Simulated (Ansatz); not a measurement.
**SiPH₇: a reaction path by the nudged elastic band**

What path joins these two structures, and how high does it climb? Both ends were relaxed at PBE0-D4 in triple zeta.

Program: Ansatz 0.2.0, Gaussian basis. Level of theory: PBE0-D4/def2-SVP. These are calculated values, not measurements.

23 further runs of the same task are left out: 1 that didn't finish, 22 set aside as unsound or not needed.

**1. Where the work starts**

The first end: 9 atoms, charge 0, spin multiplicity 1.

Atoms are counted from 1 here; the program's logs count them from 0.

Bond lengths: Si1–H2 1.486 Å, Si1–H3 1.487 Å, Si1–H4 1.483 Å, Si1–H5 1.484 Å, H6–P7 1.419 Å, P7–H8 1.420 Å, P7–H9 1.419 Å. Angles: H2–Si1–H3 108.8°, H2–Si1–H4 109.7°, H2–Si1–H5 109.7°, H3–Si1–H4 109.3°, H3–Si1–H5 109.2°, H4–Si1–H5 110.1°, H6–P7–H8 93.4°, H6–P7–H9 93.3°, H8–P7–H9 93.4°.

Geometry (Å):

```
Si   -1.5037    0.7328   -0.8359
H    -0.7979   -0.4669   -1.3556
H    -2.6264    1.0626   -1.7536
H    -2.0439    0.4498    0.5164
H    -0.5649    1.8802   -0.7802
H     1.2286   -1.9291    1.0544
P     1.4557   -0.5284    1.0625
H     2.4435   -0.6080    2.0789
H     2.4089   -0.5931    0.0132
```

The second end:

```mol
H7PSi
  3D, bonds by distance, orders not assigned

  9  7  0  0  0  0  0  0  0  0999 V2000
   -0.4514    0.8956   -0.1100 Si  0  0
   -1.4371   -2.6247   -0.6569 H   0  0
   -0.7599    0.5461   -1.5208 H   0  0
   -1.5639    0.4311    0.7584 H   0  0
   -0.3307    2.3726    0.0071 H   0  0
   -0.7376   -2.5763   -0.3994 H   0  0
    1.4178   -0.2128    0.4937 P   0  0
    1.5879    0.5361    1.6890 H   0  0
    2.2750    0.6322   -0.2612 H   0  0
  1  3  8  0
  1  4  8  0
  1  5  8  0
  1  7  8  0
  2  6  8  0
  7  8  8  0
  7  9  8  0
M  END
```

**2. The band at PBE0-D4/def2-SVP**

Contents of neb/in.yaml:

```yaml
crystal:
  periodic: [false, false, false]
  atoms:
    - {symbol: Si, position_ang: [-1.503689, 0.732765, -0.835874]}
    - {symbol: H, position_ang: [-0.797860, -0.466944, -1.355583]}
    - {symbol: H, position_ang: [-2.626447, 1.062589, -1.753561]}
    - {symbol: H, position_ang: [-2.043904, 0.449831, 0.516383]}
    - {symbol: H, position_ang: [-0.564861, 1.880232, -0.780233]}
    - {symbol: H, position_ang: [1.228627, -1.929121, 1.054372]}
    - {symbol: P, position_ang: [1.455749, -0.528377, 1.062459]}
    - {symbol: H, position_ang: [2.443516, -0.607975, 2.078859]}
    - {symbol: H, position_ang: [2.408867, -0.593102, 0.013179]}
basis:
  gaussian: {orbitals: def2-SVP}
hamiltonian: {xc: pbe0, dispersion: d4}
neb:
  images: 5
  climbing: true
  max_iterations: 40
  initial_path: idpp
  final_atoms:
    - {symbol: Si, position_ang: [-0.451448, 0.895569, -0.109981]}
    - {symbol: H, position_ang: [-1.437087, -2.624680, -0.656889]}
    - {symbol: H, position_ang: [-0.759867, 0.546086, -1.520750]}
    - {symbol: H, position_ang: [-1.563910, 0.431098, 0.758399]}
    - {symbol: H, position_ang: [-0.330740, 2.372579, 0.007080]}
    - {symbol: H, position_ang: [-0.737641, -2.576297, -0.399362]}
    - {symbol: P, position_ang: [1.417770, -0.212814, 0.493657]}
    - {symbol: H, position_ang: [1.587923, 0.536147, 1.688999]}
    - {symbol: H, position_ang: [2.275000, 0.632210, -0.261151]}
```

Command:

```sh
> ansatz run in.yaml --threads 2 --pin off --events-out ev --progress --plain --max-ram 4352MiB
```

What does the calculation give? Wanted: from earlier runs: barrier over the separately found saddle, CCSD(T)/def2-TZVPP.

As calculated:

| quantity | value |
| --- | --- |
| PBE0-D4/def2-SVP, 23 iterations | highest 2.487 eV (image 3), last end +0.080 eV |
| from earlier runs: barrier over the separately found saddle, CCSD(T)/def2-TZVPP | 2.817 eV |

What this shows: The highest image lies 2.487 eV above the first end, and it climbed, so it estimates the saddle. The ends are not quite minima at this level (largest force component 0.54 eV/Å), so the heights are unreliable: relaxing the first end would lower it and raise the barrier above it. The highest image is 0.329 eV below the CCSD(T) barrier in triple zeta, which comes from separate runs on the saddle.
